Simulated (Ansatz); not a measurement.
# BGeH6NS, SMILES NB[S][GeH3]: a rigid torsion scan

Program: the Python package of Ansatz (0.2.0).

The cells in order, each with its output:

In [1]:
```python
import ansatz as az
from ase import Atoms
```

In [2]:
```python
atoms = Atoms(['N', 'B', 'S', 'Ge', 'H', 'H', 'H', 'H', 'H', 'H'], positions=[
    [-0.8035, 1.7359, -0.6274],
    [0.2777, 0.8319, -1.0054],
    [-0.0818, -1.0056, -1.2358],
    [0.497, -1.424, 0.9028],
    [-1.587, 1.6666, -1.3892],
    [-1.26, 1.4566, 0.2588],
    [1.3977, 1.2612, -1.1666],
    [0.3347, -2.9405, 1.1589],
    [-0.565, -0.6567, 1.865],
    [1.8734, -0.9767, 1.2418],
])
```

In [3]:
```python
# start the scan from a relaxed geometry
first = (
    az.Crystal.molecule_from_ase(atoms).calculation()
    .basis(gaussian='def2-SVP')  # the orbital basis, by name
    .functional('pbe0')
    .relax(force_tolerance=0.02, max_steps=80)
)
atoms.positions = first.run(threads=1, pin='off').report['positions_ang']
```

In [4]:
```python
start = atoms.get_dihedral(0, 1, 2, 3)
energies = {}
for turn in range(0, 360, 40):
    turned = atoms.copy()
    turned.set_dihedral(0, 1, 2, 3, start + turn, indices=[2, 3, 7, 8, 9])
    setup = (
        az.Crystal.molecule_from_ase(turned).calculation()
        .basis(gaussian='def2-SVP')  # atom-centred Gaussian functions
        .correlation('mp2')
    )
    energies[round((start + turn) % 360)] = setup.run(threads=1, pin='off').report['free_energy_ev']
floor = min(energies.values())
print('dihedral N0-B1-S2-Ge3 (deg)   E - E(min) (eV)')
for angle, e in sorted(energies.items()):
    print(f'{angle:8d} {(e - floor):14.3f}  ' + '#' * int(30 * (e - floor) / max(max(energies.values()) - floor, 1e-9)))
```
```text
dihedral N0-B1-S2-Ge3 (deg)   E - E(min) (eV)
      21          0.141  #################
      61          0.212  ##########################
     101          0.234  #############################
     141          0.080  ##########
     181          0.000
     221          0.084  ##########
     261          0.236  ##############################
     301          0.205  ##########################
     341          0.142  ##################
```

The lowest point is at 181° and the highest at 261°, 0.236 eV (22.8 kJ/mol) above it, with the rest of the molecule held.

Reading the output:
- The scan is rigid and the energies are electronic, in a modest basis. With rigid groups the curve can differ much from the relaxed path, the start wasn't checked as a minimum of this torsion, and equivalent turns needn't return to the same energy.
- The start is relaxed with a density functional and scanned with the wavefunction method, so it isn't exactly that method's minimum.
- The whole script took 2.4 min on 1 thread of Arm Neoverse V2, on a shared host, peak memory 0.33 GiB.
